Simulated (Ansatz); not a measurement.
This was printed by a script on Ansatz 0.2.0, Python API, for a geometry optimisation of C₃H₅FSn, SMILES [CH3][SnH]1[CH]=[C]1F. What did the script look like? Settings: CAM-B3LYP, def2-SVP basis, multiplicity 1.

```xyz
10

C    -1.5590   -0.7429   -0.0632
Sn    0.3054   -0.3143    0.8017
C     1.7975   -0.1042   -0.5208
C     1.2282    1.1568   -0.3165
F     1.0924    2.4506   -0.6736
H    -1.4718   -1.2237   -1.0349
H    -2.1866   -1.3148    0.6219
H    -2.0888    0.2808   -0.2705
H     0.3347    0.3876    2.4568
H     2.6311   -0.6271   -0.9980
```

Running `python run_opt.py` prints:
```text
step   1  E = -11728.564160 eV  largest force component 4.0088 eV/A
step   2  E = -11729.434436 eV  largest force component 1.4320 eV/A
step   3  E = -11729.711431 eV  largest force component 0.8550 eV/A
step   4  E = -11729.801168 eV  largest force component 0.7733 eV/A
step   5  E = -11729.805805 eV  largest force component 0.7845 eV/A
step   6  E = -11729.830494 eV  largest force component 0.1091 eV/A
step   7  E = -11729.838439 eV  largest force component 0.0459 eV/A
step   8  E = -11729.832578 eV  largest force component 0.4584 eV/A
step   9  E = -11729.838266 eV  largest force component 0.1023 eV/A
step  10  E = -11729.840221 eV  largest force component 0.0162 eV/A
step  11  E = -11729.841280 eV  largest force component 0.1738 eV/A
step  12  E = -11729.842981 eV  largest force component 0.0409 eV/A
step  13  E = -11729.844285 eV  largest force component 0.0080 eV/A
step  14  E = -11729.830576 eV  largest force component 0.5398 eV/A
step  15  E = -11729.845103 eV  largest force component 0.0382 eV/A
step  16  E = -11729.844557 eV  largest force component 0.1250 eV/A
step  17  E = -11729.845473 eV  largest force component 0.0251 eV/A
step  18  E = -11729.845571 eV  largest force component 0.0431 eV/A
step  19  E = -11729.845715 eV  largest force component 0.0277 eV/A
step  20  E = -11729.845773 eV  largest force component 0.0027 eV/A
reference energy    -11729.845896 eV
total energy        -11729.845896 eV
occupied orbitals outside the frozen core (up, down): [27, 27]  frozen: 0  virtual: [80, 80]
final positions (A) and the move of each atom
C    -1.74812   -0.74334   -0.00752    0.1971
Sn    0.08262    0.07645    0.74863    0.4529
C     1.88035    0.00058   -0.39861    0.1810
C     1.35877    1.21926   -0.46783    0.2094
F     1.75567    2.31909   -1.09318    0.7958
H    -1.68511   -0.80178   -1.10149    0.4774
H    -1.90693   -1.74923    0.40366    0.5609
H    -2.59421   -0.10342    0.27602    0.8377
H     0.17252    0.22306    2.44795    0.2312
H     2.76754   -0.49188   -0.80473    0.2725
```

One script that gives this output:

The script, `run_opt.py`:
```python
"""Geometry optimisation of C3H5FSn."""

import ansatz as az
import numpy as np


def main() -> None:
    system = (
        az.Crystal.molecule()
        .atom("C", (-1.559, -0.7429, -0.0632))
        .atom("Sn", (0.3054, -0.3143, 0.8017))
        .atom("C", (1.7975, -0.1042, -0.5208))
        .atom("C", (1.2282, 1.1568, -0.3165))
        .atom("F", (1.0924, 2.4506, -0.6736))
        .atom("H", (-1.4718, -1.2237, -1.0349))
        .atom("H", (-2.1866, -1.3148, 0.6219))
        .atom("H", (-2.0888, 0.2808, -0.2705))
        .atom("H", (0.3347, 0.3876, 2.4568))
        .atom("H", (2.6311, -0.6271, -0.998))
    )

    job = system.calculation().basis(gaussian="def2-SVP").functional("cam_b3lyp")
    symbols = [site.symbol for site in system.cartesian_sites]
    start = np.array([site.position_ang for site in system.cartesian_sites], dtype=float)
    def progress(event):
        if event["event"] == "relax_step":
            row = event["data"]
            print(f"step {row['step']:3d}  E = {row['lagrangian_ev']:.6f} eV  largest force component {row['allowed_force_max_ev_ang']:.4f} eV/A")


    summary = job.relax(force_tolerance=0.01).session().plan().execute(on_event=progress).report
    end = np.array(summary["positions_ang"])

    print("reference energy %16.6f eV" % summary["reference_energy_ev"])
    print("total energy     %16.6f eV" % summary["free_energy_ev"])
    print("occupied orbitals outside the frozen core (up, down):", summary["n_occupied"], " frozen:", summary["n_frozen"], " virtual:", summary["n_virtual"])

    print("final positions (A) and the move of each atom")
    for symbol, xyz, old in zip(symbols, end, start):
        print(f"{symbol:2s} {xyz[0]:10.5f} {xyz[1]:10.5f} {xyz[2]:10.5f}   {np.linalg.norm(xyz - old):7.4f}")
    with open("c3h5fsn_opt.xyz", "w") as handle:
        handle.write(f"{len(symbols)}\nrelaxed C3H5FSn\n")
        handle.writelines(f"{s:2s} {x:11.6f} {y:11.6f} {z:11.6f}\n" for s, (x, y, z) in zip(symbols, end))


if __name__ == "__main__":
    main()
```

Reading the output:
- Total energies depend on the basis set; only differences at equal settings carry meaning.
- The end point is the stationary point reached from this start; no frequency run checks that it is a minimum, and the basis set is modest.
- def2 sets replace the cores of elements past krypton by effective core potentials.
- It ran for 2.5 min on 1 thread of Arm Neoverse V1, with other jobs on the host, peak memory 0.37 GiB.
